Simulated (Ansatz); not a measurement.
# FGeHS: one species, many methods

How much do the methods differ for FGeHS? The plan is to run it at one geometry with functionals of several rungs and with coupled cluster. The yardstick is the atomisation energy at the CCSD(T) limit.

The runs use Ansatz 0.2.0, Gaussian basis; functionals in def2-TZVPP, the program's frozen cores in correlated methods.

Plan: LDA (SPW92), PBE-D4, revPBE-D4, BLYP-D4, r2SCAN-D4, B97M-V, PBE0-D4, B3LYP-D4, r2SCANh-D4, r2SCAN0-D4, HSE06-D4, BHLYP-D4, CAM-B3LYP-D4, LC-ωPBE, ωB97X-V, ωB97M-V, B2PLYP, PBE-QIDH; CCSD(T)/def2-SVP; CCSD(T)/def2-TZVPP; CCSD(T)/def2-QZVPP; extrapolation to the limit; RPA on PBE.

### Step 1. The geometry

The geometry comes from an earlier relaxation with PBE0-D4 in a triple-zeta def2 set; it is a stationary point.

4 atoms, charge 0, spin multiplicity 1.

Atoms are counted from 1 here; the program's logs count them from 0.

Bond lengths: F1–Ge2 1.757 Å, Ge2–S3 2.235 Å, S3–H4 1.345 Å. Angles: F1–Ge2–S3 95.2°, Ge2–S3–H4 92.2°.

### Step 2. LDA

This LDA is Slater exchange with PW92 correlation.

Contents of in.yaml:

```yaml
crystal:
  periodic: [false, false, false]
  atoms:
    - {symbol: F, position_ang: [-1.910853, 0.471427, 0.574614]}
    - {symbol: Ge, position_ang: [-0.304096, -0.064244, 1.041916]}
    - {symbol: S, position_ang: [0.531545, -0.027429, -1.030755]}
    - {symbol: H, position_ang: [1.739004, -0.440054, -0.605975]}
basis:
  gaussian: {orbitals: def2-TZVPP}
hamiltonian: {xc: lda}
output: {orbitals: {seedname: orbitals}}
```

On the command line:

```sh
ansatz run in.yaml --threads 4 --pin off --events-out ev --progress --plain --max-ram 10444MiB
```

The runs that follow: PBE-D4 (GGA); revPBE-D4 (GGA); BLYP-D4 (GGA); r2SCAN-D4 (meta-GGA); B97M-V (meta-GGA); PBE0-D4 (hybrid); B3LYP-D4 (hybrid); r2SCANh-D4 (hybrid); r2SCAN0-D4 (hybrid); HSE06-D4 (hybrid); BHLYP-D4 (hybrid); CAM-B3LYP-D4 (range-separated); LC-ωPBE (range-separated); ωB97X-V (range-separated); ωB97M-V (range-separated); B2PLYP (double hybrid); PBE-QIDH (double hybrid); CCSD(T) in def2-SVP; CCSD(T) in def2-TZVPP; CCSD(T) in def2-QZVPP; RPA on PBE orbitals.

Q: Predict the results of all the runs planned. Wanted: atomisation energy, CCSD(T)/CBS; farthest beyond LDA; mean size of error, GGA; mean size of error, meta-GGA; mean size of error, hybrid; mean size of error, range-separated; mean size of error, double hybrid; gap, smallest and largest; T1 diagnostic.

The runs gave:

| quantity | value |
| --- | --- |
| atomisation energy, CCSD(T)/CBS | 1239.0 kJ/mol |
| functionals within 12.4 kJ/mol (1.0 %) | revPBE-D4, BLYP-D4, r2SCAN-D4, B3LYP-D4, ωB97X-V, ωB97M-V |
| farthest beyond LDA | BHLYP-D4 (-78.3 kJ/mol) |
| mean size of error, GGA | 17.5 kJ/mol |
| mean size of error, meta-GGA | 9.2 kJ/mol |
| mean size of error, hybrid | 32.1 kJ/mol |
| mean size of error, range-separated | 15.0 kJ/mol |
| mean size of error, double hybrid | 31.1 kJ/mol |
| gap, smallest and largest | 3.29 eV (LDA (SPW92)), 9.78 eV (LC-ωPBE) |
| T1 diagnostic | 0.0148 |
| triples share of the correlation energy | 3.9 % |

**Reading.** LDA overbinds by 222.5 kJ/mol (18 %). PBE-D4 misses by +34.4 kJ/mol. Double hybrids carry the basis error of their MP2 part in triple zeta, and no dispersion term here, so their miss is partly the set-up's. Taken by rung, meta-GGA functionals do best (9.2 kJ/mol on average) and hybrid ones worst beyond LDA (32.1 kJ/mol). The gap between the best rungs is small, so their order is not settled. The mean of the hybrids holds BHLYP, with half exact exchange. Misses under about 12.4 kJ/mol are within the doubt on the reference itself, which lacks core-valence correlation, relativity and higher excitations, and its outer-core shells are covered unevenly. Hartree-Fock recovers 65 % of the binding; the rest is correlation. CCSD(T) in def2-SVP is off by -135.8 kJ/mol, which most functionals beat. Orbital gaps span 3.3 to 9.8 eV; exact exchange widens them. Correlated methods include outer-core shells of Ge, which these sets cover unevenly.
